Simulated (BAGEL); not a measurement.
**HF/6-31G(d) (density fitting with qzvpp-jkfit, spherical functions) run of C2H4BF (SMILES B/C=C\F)**

Aim: the electronic atomisation energy of C2H4BF at HF/6-31G* (density fitting with qzvpp-jkfit, spherical functions), from 5 runs. 

The results are computed with BAGEL 1.2.2.

20 further runs of the same task are left out: 20 set aside as unsound or not needed.

## Step 1: Starting point

C2H4BF: 8 atoms, total charge 0, spin state singlet. As SMILES, `B/C=C\F`. The shape is that of a GFN2-xTB optimisation.

Bond lengths: B1–C2 1.544 Å, C2–C3 1.332 Å, C3–F4 1.335 Å, B1–H5 1.168 Å, B1–H6 1.167 Å, C2–H7 1.082 Å, C3–H8 1.085 Å. Angles: B1–C2–C3 124.9°, C2–C3–F4 123.0°, B1–C2–H7 120.8°, C3–C2–H7 114.4°, C2–B1–H5 119.4°, C2–B1–H6 120.0°, C2–C3–H8 126.4°, F4–C3–H8 110.5°, H5–B1–H6 120.6°.

## Step 2: The energy at HF/6-31G(d) (density fitting with qzvpp-jkfit, spherical functions)

hf.json

```json
{ "bagel" : [

{
  "title" : "molecule",
  "basis" : "6-31gs.json",
  "df_basis" : "qzvpp-jkfit",
  "angstrom" : true,
  "geometry" : [
    { "atom" : "B", "xyz" : [      -0.608820,       1.063590,      -0.508570 ] },
    { "atom" : "C", "xyz" : [       0.470450,      -0.012920,      -0.263890 ] },
    { "atom" : "C", "xyz" : [       0.364110,      -1.013640,       0.608980 ] },
    { "atom" : "F", "xyz" : [      -0.710410,      -1.195560,       1.380350 ] },
    { "atom" : "H", "xyz" : [      -0.407900,       1.911530,      -1.286820 ] },
    { "atom" : "H", "xyz" : [      -1.614730,       1.026670,       0.082600 ] },
    { "atom" : "H", "xyz" : [       1.401910,       0.001880,      -0.814750 ] },
    { "atom" : "H", "xyz" : [       1.105390,      -1.781540,       0.802090 ] }
  ]
},

{ "title" : "hf" },

{ "title" : "print", "file" : "orbitals.molden", "orbitals" : true }

]}
```

The basis set 6-31G* is read from a file made from the Basis Set Exchange's data (not shown).

The run is started by

```bash
$ BAGEL_NUM_THREADS=1 BAGEL hf.json > hf.out
```

Log:

```text
* using 1 threads per process

  ===============================================================
  ===============================================================

  *** Geometry ***

  { "atom" : "B", "xyz" : [     -1.150503,      2.009894,     -0.961058 ] },
  { "atom" : "C", "xyz" : [      0.889022,     -0.024415,     -0.498680 ] },
  { "atom" : "C", "xyz" : [      0.688068,     -1.915502,      1.150805 ] },
  { "atom" : "F", "xyz" : [     -1.342480,     -2.259281,      2.608483 ] },
  { "atom" : "H", "xyz" : [     -0.770819,      3.612268,     -2.431737 ] },
  { "atom" : "H", "xyz" : [     -3.051397,      1.940125,      0.156091 ] },
  { "atom" : "H", "xyz" : [      2.649226,      0.003553,     -1.539654 ] },
  { "atom" : "H", "xyz" : [      2.088884,     -3.366623,      1.515730 ] },

  Number of auxiliary basis functions:      374

  Since a DF basis is specified, we compute 2- and 3-index integrals:
    o Being stored without compression. Storage requirement is 0.012 GB

  Number of basis functions:       64
  Number of electrons      :       30

    * METHOD: MOLECULE                             0.13

  *** RHF ***

  === Nuclear Repulsion ===
   100.3185778512

      * DIIS with orbital gradients will be used.

  === RHF iteration (6-31gs.json) ===
      0       -202.00843303          0.02009195           0.03
      1       -202.10728220          0.01113167           0.03
      2       -202.13790381          0.00208291           0.03
      3       -202.13963750          0.00048835           0.03
      4       -202.13974000          0.00017261           0.03
      5       -202.13976229          0.00005912           0.03
      6       -202.13976506          0.00003402           0.03
      7       -202.13976569          0.00000746           0.03
      8       -202.13976572          0.00000266           0.03
      9       -202.13976573          0.00000131           0.03
     10       -202.13976573          0.00000036           0.02
     11       -202.13976573          0.00000013           0.02
     12       -202.13976573          0.00000005           0.03
     13       -202.13976573          0.00000002           0.03
     14       -202.13976573          0.00000001           0.03
    * SCF iteration converged.

    * Permanent dipole moment:
           (   -0.655013,     0.327393,     0.115674) a.u.

    * METHOD: HF                                   0.49

    * METHOD: PRINT                                0.01

  ===============================================================
```

Run time: 0.75 s. Hardware: 1 thread of Arm Neoverse V1, shared host.

## Step 3: The B atom

input.json

```json
{ "bagel": [

{
  "title": "molecule",
  "basis": "6-31gs.json",
  "df_basis": "qzvpp-jkfit",
  "angstrom": true,
  "geometry": [
    { "atom": "B", "xyz": [    0.000000,    0.000000,    0.000000 ] }
  ]
},
{
  "title": "uhf",
  "nopen": 1
},
{
  "title": "print",
  "file": "orbitals.molden",
  "orbitals": true
}

]}
```

The basis set 6-31G* is read from a file made from the Basis Set Exchange's data (not shown).

Run the same way, it converges to -24.52197 Eh (log not shown).

## Step 4: The C atom, same level

calc.json

```json
{ "bagel" : [

{
  "title" : "molecule",
  "basis" : "6-31gs.json",
  "df_basis" : "qzvpp-jkfit",
  "angstrom" : true,
  "geometry" : [
    { "atom" : "C", "xyz" : [    0.000000,    0.000000,    0.000000 ] }
  ]
},
{
  "title" : "uhf",
  "nopen" : 2
},
{
  "title" : "print",
  "file" : "orbitals.molden",
  "orbitals" : true
}

]}
```

The basis set 6-31G* is read from a file made from the Basis Set Exchange's data (not shown).

Run the same way, it converges to -37.68057 Eh (log not shown).

## Step 5: The F atom, same level

calc.json

```json
{ "bagel": [

{
  "title": "molecule",
  "basis": "6-31gs.json",
  "df_basis": "qzvpp-jkfit",
  "angstrom": true,
  "geometry": [
    { "atom": "F", "xyz": [       0.000000,       0.000000,       0.000000 ] }
  ]
},

{
  "title": "uhf",
  "nopen": 1
},

{
  "title": "print",
  "file": "orbitals.molden",
  "orbitals": true
}

]}
```

The basis set 6-31G* is read from a file made from the Basis Set Exchange's data (not shown).

The run is started by

```bash
$ BAGEL_NUM_THREADS=1 BAGEL calc.json > calc.out
```

Log:

```text
* using 1 threads per process

  ===============================================================
  ===============================================================

  *** Geometry ***

  { "atom" : "F", "xyz" : [      0.000000,      0.000000,      0.000000 ] },

  Number of auxiliary basis functions:       77

  Since a DF basis is specified, we compute 2- and 3-index integrals:
    o Being stored without compression. Storage requirement is 0.000 GB

  Number of basis functions:       14
  Number of electrons      :        9

    * METHOD: MOLECULE                             0.01

  *** Open-shell HF ***

  === Nuclear Repulsion ===
     0.0000000000

      * DIIS with orbital gradients will be used.

  === UHF iteration (6-31gs.json) ===
      0        -99.35310012          0.02986600           0.00
      1        -99.36234410          0.00996997           0.00
      2        -99.36325570          0.00368777           0.00
      3        -99.36337650          0.00059431           0.00
      4        -99.36339993          0.00009761           0.00
      5        -99.36340149          0.00000362           0.00
      6        -99.36340154          0.00000121           0.00
      7        -99.36340154          0.00000045           0.00
      8        -99.36340154          0.00000005           0.00
      9        -99.36340154          0.00000000           0.00
    * SCF iteration converged.

    * S^2 (UHF) is 0.7526

    * Permanent dipole moment:
           (   -0.000000,     0.000000,    -0.000000) a.u.

    * METHOD: UHF                                  0.02

    * METHOD: PRINT                                0.00

  ===============================================================
```

Wall time 0.16 s (1 thread of Arm Neoverse V1, shared host).

## Step 6: The H atom, same level

calc.json

```json
{ "bagel" : [

{
  "title" : "molecule",
  "basis" : "6-31gs.json",
  "df_basis" : "qzvpp-jkfit",
  "angstrom" : "true",
  "geometry" : [
    { "atom" : "H", "xyz" : [    0.000000,    0.000000,    0.000000 ] }
  ]
},
{
  "title" : "uhf",
  "nopen" : 1
},
{
  "title" : "print",
  "file" : "orbitals.molden",
  "orbitals" : "true"
}

]}
```

The basis set 6-31G* is read from a file made from the Basis Set Exchange's data (not shown).

Run the same way, it converges to -0.49823 Eh (log not shown).

## Step 7: What came out

At HF/6-31G* (density fitting with qzvpp-jkfit, spherical functions):

| quantity | value |
| --- | --- |
| molecule: total energy | -202.13977 Eh |
| molecule: dipole moment | 1.88 D |
| molecule: HOMO energy | -10.54 eV |
| molecule: LUMO energy | 2.11 eV |
| molecule: HOMO–LUMO gap | 12.64 eV |
| B atom: total energy | -24.52197 Eh |
| B atom: dipole moment | 0.00 D |
| B atom: ⟨S²⟩ | 0.754 |
| C atom: total energy | -37.68057 Eh |
| C atom: dipole moment | 0.00 D |
| C atom: ⟨S²⟩ | 2.005 |
| F atom: total energy | -99.36340 Eh |
| F atom: dipole moment | 0.00 D |
| F atom: ⟨S²⟩ | 0.753 |
| H atom: total energy | -0.49823 Eh |
| H atom: dipole moment | 0.00 D |
| H atom: ⟨S²⟩ | 0.750 |
| electronic atomisation energy | 24.499 eV |

**Reading.** Taking the molecule apart into free atoms costs 24.50 eV (565 kcal/mol), before zero-point energy and without spin-orbit coupling. Hartree–Fock lacks the correlation of the bonding pairs, which as a rule makes this value much too low; in minimal bases other errors can mask that.
